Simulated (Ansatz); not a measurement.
Relaxation of a periodic cell of 23 atoms, Si$_{6}$SbO$_{16}$ (host SiO2, host structure P4_2/mnm, dopant Sb, one Si atom removed), cell charge +1, to a largest force component of 0.03 eV/Å in at most 60 steps.

These are results of DFT LDA, scalar-relativistic, plane waves, PAW (Ansatz 0.2.0), not measurements. Settings: PAW set soft_1, cutoff 420 eV, k mesh 2x2x2, fermi-dirac smearing 0.02 eV, no spin polarisation.

```xyz
23
Lattice="-4.1043 -4.1043 0.0000 4.1043 -4.1043 0.0000 0.0000 0.0000 5.2834" Properties=species:S:1:pos:R:3
Si 2.050 -2.112 1.326
O 1.226 -2.875 0.072
O 0.830 -0.850 1.346
O -1.262 -5.405 0.008
O 3.391 -3.263 1.365
Sb 0.067 -4.090 2.640
Si 2.052 -2.016 4.024
O 1.247 -2.853 2.669
O 0.758 -0.816 3.991
O -1.202 -5.344 2.642
O 3.287 -3.318 3.973
Si -0.031 -0.029 0.014
Si -2.026 -2.029 1.285
O -2.841 -2.888 0.009
O 0.800 -4.917 1.346
O -1.266 -1.273 -0.016
O -0.835 -3.280 1.302
Si 0.068 0.030 2.646
Si -2.046 -2.093 3.919
O -2.858 -2.856 2.622
O 0.818 -4.929 3.962
O -1.238 -1.243 2.686
O -0.772 -3.302 3.934
```

Where does it end, and by what steps?

The forces met the threshold. Limits of this set-up: coarse k mesh, PAW files made for another functional, no spin, though dangling bonds at a vacancy may carry it, a small cell, in which the defect meets its images, a typed lattice constant that wasn't relaxed here, charged cell in a uniform background, uncorrected. After 4 steps the energy has fallen by 4.203 eV; O23 moved furthest, 0.20 Å.

```tsv
step	energy less start (eV)	largest force component (eV/Å)	accepted
0	0.0000	7.632	yes
1	-3.5220	2.063	yes
2	-4.1917	0.334	yes
3	-4.2024	0.067	yes
4	-4.2028	0.017	yes
```

```xyz
23
Lattice="-4.1043 -4.1043 0.0000 4.1043 -4.1043 0.0000 0.0000 0.0000 5.2834" Properties=species:S:1:pos:R:3
Si 2.061 -2.060 1.299
O 1.281 -2.841 0.009
O 0.810 -0.809 1.328
O -1.262 -5.384 0.009
O 3.312 -3.311 1.328
Sb 0.009 -4.112 2.651
Si 2.061 -2.060 4.003
O 1.324 -2.798 2.651
O 0.810 -0.809 3.974
O -1.305 -5.427 2.651
O 3.312 -3.311 3.974
Si 0.009 -0.008 0.009
Si -2.043 -2.060 1.309
O -2.866 -2.884 0.009
O 0.888 -4.991 1.207
O -1.219 -1.237 0.009
O -0.869 -3.234 1.207
Si 0.009 -0.008 2.651
Si -2.043 -2.060 3.993
O -2.853 -2.870 2.651
O 0.888 -4.991 4.096
O -1.233 -1.250 2.651
O -0.869 -3.234 4.096
```

Whether the end is a true minimum wasn't checked by a vibrational analysis.

Run time: 17 s on 1 thread of Intel(R) Xeon(R) 6975P-C (Granite Rapids), on a shared host, peak memory 0.5 GiB.
